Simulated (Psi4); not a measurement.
**InH2O (SMILES [OH][InH]) at UMP2/def2-SVPD (density fitting, core potential, density fitting for correlation, sweep point 4)**

We compute the energy of InH2O. 

The results are computed with Psi4 1.11.

7 further runs of the same task are left out: 1 that didn't finish, 6 set aside as unsound or not needed.

**1. The molecule**

InH2O has 4 atoms, charge 0, and is taken as a doublet. SMILES: `[OH][InH]`. The coordinates come from a PBE0-D4/def2-TZVP relaxation.

Bond lengths: O1–In2 2.003 Å, O1–H3 0.960 Å, In2–H4 1.767 Å. Angles: O1–In2–H4 113.8°, In2–O1–H3 115.0°.

**2. A single-point energy at UMP2/def2-SVPD (density fitting, core potential, density fitting for correlation, sweep point 4)**

Input file h2ino.in:

```
memory 1.6 GB

molecule system {
  0 2
  O     -0.298400    -1.020600     0.295000
  In     0.563900     0.746600    -0.088500
  H      0.236800    -1.629400     0.809100
  H     -0.446700     1.843000    -1.036000
  symmetry c1
}

set basis def2-SVPD
set reference uhf
set scf_type df
set num_frozen_docc 5
set scf_initial_accelerator ediis

energy_value = energy('mp2')
```

Run with:

```bash
$ psi4 -n 1 h2ino.in h2ino.out
```

What values should one expect? Wanted: total energy; HOMO energy; LUMO energy; correlation energy; ⟨S²⟩ of the reference determinant.

Answer, from the run:

Level: UMP2/def2-SVPD (density fitting, core potential, density fitting for correlation, sweep point 4), 5 core orbitals frozen.

```
                                                  quantity          value
                                              total energy  -265.44921 Eh
HOMO energy (Hartree–Fock orbitals) (highest over α and β)       -8.46 eV
 LUMO energy (Hartree–Fock orbitals) (lowest over α and β)        0.12 eV
               correlation energy (5 core orbitals frozen)     -287.4 mEh
                         ⟨S²⟩ of the reference determinant          0.766
```
